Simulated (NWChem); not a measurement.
# C2H6BFO (SMILES COB(C)F): levels of theory compared

Aim: a comparison of 4 runs (HF/STO-3G, HF/3-21G, B3LYP/6-31G*) of C2H6BFO. 

The results are computed with NWChem 7.3.0.

### 1 Starting point

C2H6BFO has 11 atoms, charge 0, and is taken as a singlet. SMILES: `COB(C)F`. The shape is that of a PBE0-D4/def2-TZVP optimisation. This is one conformer, not always the lowest.

Bond lengths: C1–O2 1.408 Å, O2–B3 1.348 Å, B3–C4 1.569 Å, B3–F5 1.335 Å, C1–H6 1.092 Å, C1–H7 1.092 Å, C1–H8 1.093 Å, C4–H9 1.094 Å, C4–H10 1.090 Å, C4–H11 1.094 Å. Some angles: C1–O2–B3 123.8°, O2–B3–C4 126.0°, O2–B3–F5 114.4°, C4–B3–F5 119.6°, O2–C1–H6 109.0°, O2–C1–H7 108.9°, O2–C1–H8 112.4°, B3–C4–H9 111.5°, B3–C4–H10 111.3°, B3–C4–H11 111.4°.

### 2 Energy and forces at HF/STO-3G (run 1)

The input, run.py:

```python
from ase import Atoms
from ase.calculators.nwchem import NWChem

system = Atoms(['C', 'O', 'B', 'C', 'F', 'H', 'H', 'H', 'H', 'H', 'H'], positions=[
    [-1.364400, 0.711100, 0.538500],
    [-0.241000, 1.227800, -0.135300],
    [0.818600, 0.482700, -0.508900],
    [0.993200, -1.057900, -0.270600],
    [1.779200, 1.165200, -1.136000],
    [-1.458500, 1.207100, 1.506900],
    [-2.259100, 0.924300, -0.050000],
    [-1.294000, -0.367700, 0.698100],
    [0.947600, -1.307000, 0.794000],
    [1.947400, -1.412800, -0.660100],
    [0.196300, -1.629800, -0.756000],
])

calc = NWChem(
    label='nw',
    theory='scf',
    memory='2200 mb',
    basis='STO-3G',
    basispar='spherical bse',
    scf={'nopen': '0', 'rhf': None, 'thresh': '1e-08', 'maxiter': '80', 'print': 'low'},
)
system.calc = calc

forces = system.get_forces()
print("Total energy (eV):", round(system.get_potential_energy(), 6))
print("forces (eV/A):")
for s, f in zip(system.symbols, forces):
    print(f"{s:2s} {f[0]:10.5f} {f[1]:10.5f} {f[2]:10.5f}")
```

Command:

```
$ export ASE_NWCHEM_COMMAND="nwchem PREFIX.nwi > PREFIX.nwo"
$ python run.py
```

What it wrote:

```text
Total energy (eV): -7474.547775
forces (eV/A):
C    -0.16949   -0.41030    0.16800
O     0.76665    0.41194   -0.47488
B     0.75416    1.24704   -0.63882
C    -0.14676   -1.09303    0.29480
F    -0.90045   -0.55788    0.57094
H    -0.11524   -0.01363    0.13293
H    -0.17396   -0.03003    0.02206
H    -0.18188    0.03872    0.08613
H     0.10526    0.10444   -0.40881
H    -0.29521    0.08937    0.12763
H     0.35692    0.21325    0.12002
```

The calculator wrote nw.nwi:

```
title "nw"

permanent_dir nw

scratch_dir nw

start nw

geometry units angstrom nocenter noautosym noautoz
  C  -1.3644000000000001e+00 7.1109999999999995e-01 5.3849999999999998e-01
  O  -2.4099999999999999e-01 1.2278000000000000e+00 -1.3530000000000000e-01
  B  8.1859999999999999e-01 4.8270000000000002e-01 -5.0890000000000002e-01
  C  9.9319999999999997e-01 -1.0579000000000001e+00 -2.7060000000000001e-01
  F  1.7791999999999999e+00 1.1652000000000000e+00 -1.1359999999999999e+00
  H  -1.4584999999999999e+00 1.2071000000000001e+00 1.5068999999999999e+00
  H  -2.2591000000000001e+00 9.2430000000000001e-01 -5.0000000000000003e-02
  H  -1.2940000000000000e+00 -3.6770000000000003e-01 6.9810000000000005e-01
  H  9.4760000000000000e-01 -1.3069999999999999e+00 7.9400000000000004e-01
  H  1.9474000000000000e+00 -1.4128000000000001e+00 -6.6010000000000002e-01
  H  1.9630000000000000e-01 -1.6297999999999999e+00 -7.5600000000000001e-01
end

memory 2200 mb

basis spherical bse noprint
   * library STO-3G
end

scf
  nopen 0
  rhf
  thresh 1e-08
  maxiter 80
  print low
end

task scf gradient
```

nw.nwo:

```text
Northwest Computational Chemistry Package (NWChem) 7.3.0
             --------------------------------------------------------

           Job information
           ---------------

    nwchem branch   = 7.3.0
    use scalapack   = T
    input           = nw.nwi
    prefix          = nw.
    data base       = nw/nw.db
    status          = startup
    nproc           =        1

           Memory information
           ------------------

    heap     =     72089594 doubles =      550.0 Mbytes
    stack    =     72089599 doubles =      550.0 Mbytes
    global   =    144179200 doubles =     1100.0 Mbytes (distinct from heap & stack)
    total    =    288358393 doubles =     2200.0 Mbytes
    verify   = yes
    hardfail = no

           Directory information
           ---------------------

  0 permanent = nw
  0 scratch   = nw

                                NWChem Input Module
                                -------------------

                                        nw
                                        --

[... 27 lines left out ...]
            Nuclear Dipole moment (a.u.)
[... 57 lines left out ...]
                                        nw

  ao basis        = "ao basis"
  functions       =    31
  atoms           =    11
  closed shells   =    20
  open shells     =     0
  charge          =   0.00
  wavefunction    = RHF
  input vectors   = atomic
  output vectors  = nw/nw.movecs
  use symmetry    = F
  symmetry adapt  = F

 Forming initial guess at       0.0s

 Starting SCF solution at       0.1s

       Final RHF  results
       ------------------

         Total SCF energy =   -274.684566545152
      One-electron energy =   -720.580233561507
      Two-electron energy =    274.310405715552
 Nuclear repulsion energy =    171.585261300803

        Time for solution =      1.8s

                              NWChem Gradients Module
                              -----------------------

                         RHF ENERGY GRADIENTS

    atom               coordinates                        gradient
                 x          y          z           x          y          z
   1 C      -2.578342   1.343784   1.017617    0.003296   0.007979  -0.003267
   2 O      -0.455424   2.320206  -0.255680   -0.014909  -0.008011   0.009235
   3 B       1.546930   0.912171  -0.961682   -0.014666  -0.024251   0.012423
[... 7 lines of this table left out ...]
  11 H       0.370953  -3.079875  -1.428633   -0.006941  -0.004147  -0.002334

 Task  times  cpu:        2.4s     wall:        2.4s
 Total times  cpu:        2.4s     wall:        2.4s
```

Run time: 3.9 s. Hardware: 1 thread of Intel Xeon Platinum 8488C (Sapphire Rapids), shared host; peak memory 0.094 GiB.

### 3 Energy and gradient at HF/3-21G (run 2)

The input, geom.xyz:

```xyz
11
C2H6BFO
C     -1.364400     0.711100     0.538500
O     -0.241000     1.227800    -0.135300
B      0.818600     0.482700    -0.508900
C      0.993200    -1.057900    -0.270600
F      1.779200     1.165200    -1.136000
H     -1.458500     1.207100     1.506900
H     -2.259100     0.924300    -0.050000
H     -1.294000    -0.367700     0.698100
H      0.947600    -1.307000     0.794000
H      1.947400    -1.412800    -0.660100
H      0.196300    -1.629800    -0.756000
```

The input, geom.nw:

```
start geom
title "C2H6BFO"
memory 2200 mb
geometry units angstrom noautosym nocenter noautoz
  load format xyz geom.xyz
end
basis spherical bse
  * library 3-21G
end
scf
  thresh 1e-08
  maxiter 80
  print medium
end
task scf gradient
```

Command:

```
$ nwchem geom.nw > geom.out
```

What it wrote:

```text
[...]
  functions       =    57
[...]
  wavefunction    = RHF
[...]
         Total SCF energy =   -276.826834439024
      One-electron energy =   -720.646925367092
      Two-electron energy =    272.234829627265
 Nuclear repulsion energy =    171.585261300803
        Time for solution =      2.2s
[...]
                         RHF ENERGY GRADIENTS
    atom               coordinates                        gradient
                 x          y          z           x          y          z
   1 C      -2.578342   1.343784   1.017617    0.028781   0.004179  -0.015309
   2 O      -0.455424   2.320206  -0.255680    0.000597  -0.007256   0.001322
   3 B       1.546930   0.912171  -0.961682   -0.008948   0.009121   0.002460
   4 C       1.876876  -1.999141  -0.511360    0.000931   0.008824  -0.002330
   5 F       3.362200   2.201909  -2.146729   -0.016430  -0.009523   0.010280
   6 H      -2.756165   2.281088   2.847628   -0.000138   0.004081   0.006644
   7 H      -4.269080   1.746674  -0.094486   -0.005970   0.001992  -0.004653
   8 H      -2.445305  -0.694852   1.319218    0.001516  -0.008087   0.000696
   9 H       1.790704  -2.469872   1.500442   -0.001160  -0.000352   0.003888
  10 H       3.680052  -2.669805  -1.247408    0.004357  -0.001597  -0.001807
  11 H       0.370953  -3.079875  -1.428633   -0.003536  -0.001381  -0.001191
[...]
```

It took 3.6 s on 1 thread of Intel Xeon Platinum 8488C (Sapphire Rapids), shared host; peak memory 0.096 GiB.

Run 3 isn't shown in full; the table further down has it.

### 4 Energy and forces at B3LYP/6-31G(d) (Cartesian functions) (run 4)

The input, c2h6bfo.nw:

```
start c2h6bfo
title "C2H6BFO"
memory 2200 mb

geometry units angstrom noautosym nocenter noautoz
   C     -1.364400     0.711100     0.538500
   O     -0.241000     1.227800    -0.135300
   B      0.818600     0.482700    -0.508900
   C      0.993200    -1.057900    -0.270600
   F      1.779200     1.165200    -1.136000
   H     -1.458500     1.207100     1.506900
   H     -2.259100     0.924300    -0.050000
   H     -1.294000    -0.367700     0.698100
   H      0.947600    -1.307000     0.794000
   H      1.947400    -1.412800    -0.660100
   H      0.196300    -1.629800    -0.756000
end

basis cartesian
   * library 6-31G*
end

dft
   xc b3lyp
   grid xfine
   convergence energy 1e-08
   maxiter 100
   mulliken
end

task dft gradient
```

Command:

```
$ nwchem c2h6bfo.nw > c2h6bfo.out
```

What it wrote, shortened:

```text
[...]
          Wavefunction type:  closed shell.
          No. of atoms     :    11
          No. of electrons :    40
[...]
          Charge           :     0
          Spin multiplicity:     1
[...]
          AO basis - number of functions:    87
[...]
              XC Information
              --------------
                         B3LYP Method XC Potential
                     Hartree-Fock (Exact) Exchange  0.200
                        Slater Exchange Functional  0.800 local
                    Becke 1988 Exchange Functional  0.720 non-local
              Lee-Yang-Parr Correlation Functional  0.810
                  VWN I RPA Correlation Functional  0.190 local
[...]
 d= 0,ls=0.0,diis     1   -279.7664689492 -4.51D+02  1.36D-02  8.34D-01     5.1
[...]
 d= 0,ls=0.0,diis    10   -279.8549165528 -2.32D-09  3.01D-07  1.52D-09    47.1
         Total DFT energy =     -279.854916552823
      One electron energy =     -723.268553026943
           Coulomb energy =      308.151181580457
    Exchange-Corr. energy =      -36.322806407140
 Nuclear repulsion energy =      171.585261300803
[...]
      Total Density - Mulliken Population Analysis
     ---------------------------------------------
[...]
  wavefunction    = closed shell
                         DFT ENERGY GRADIENTS
    atom               coordinates                        gradient
                 x          y          z           x          y          z
   1 C      -2.578342   1.343784   1.017617    0.003170   0.001566  -0.001886
   2 O      -0.455424   2.320206  -0.255680   -0.000469  -0.004712   0.001248
   3 B       1.546930   0.912171  -0.961682   -0.002244  -0.000348   0.001164
   4 C       1.876876  -1.999141  -0.511360    0.000450   0.001638  -0.000588
   5 F       3.362200   2.201909  -2.146729   -0.003520  -0.002527   0.002305
   6 H      -2.756165   2.281088   2.847628    0.000595  -0.000910  -0.002107
   7 H      -4.269080   1.746674  -0.094486    0.002151  -0.000367   0.000927
   8 H      -2.445305  -0.694852   1.319218    0.000730   0.001621  -0.000669
   9 H       1.790704  -2.469872   1.500442   -0.000250   0.001174  -0.002144
  10 H       3.680052  -2.669805  -1.247408   -0.001943   0.001020   0.000724
  11 H       0.370953  -3.079875  -1.428633    0.001329   0.001847   0.001025
[...]
```

It took 58 s on 1 thread of Intel Xeon Platinum 8488C (Sapphire Rapids), shared host; peak memory 0.14 GiB.

### 5 Overview of the runs

```csv
run,level,iteration cap,module,energy (Eh),largest force (eV/Å),wall time
1,HF/STO-3G,80,scf,-274.684567,1.591,3.9 s
2,HF/3-21G,80,scf,-276.826834,1.690,3.6 s
3,B3LYP/6-31G* (spherical functions),100,dft,-279.851073,0.274,55 s
4,B3LYP/6-31G* (Cartesian functions),100,dft,-279.854917,0.252,58 s
```

### 6 Outcome

| quantity | value |
| --- | --- |
| run 4: total energy | -279.85492 Eh |
| run 4: dipole moment | 2.64 D |
| run 4: HOMO energy | -8.43 eV |
| run 4: LUMO energy | 1.26 eV |
| run 4: HOMO–LUMO gap | 9.69 eV |
| run 4: largest force on an atom | 0.252 eV/Å |

What this shows: Over runs 2, 3, 4 the dipole moment (its size) runs from 2.63 D (B3LYP/6-31G*) to 3.57 D (HF/3-21G). The two ends differ in method and basis. Over runs 2, 3, 4 the HOMO–LUMO gap runs from 9.69 eV (B3LYP/6-31G*) to 18.14 eV (HF/3-21G). In run 1 the basis is minimal, so the values are rough. All runs together took 2 min, the longest 58 s.
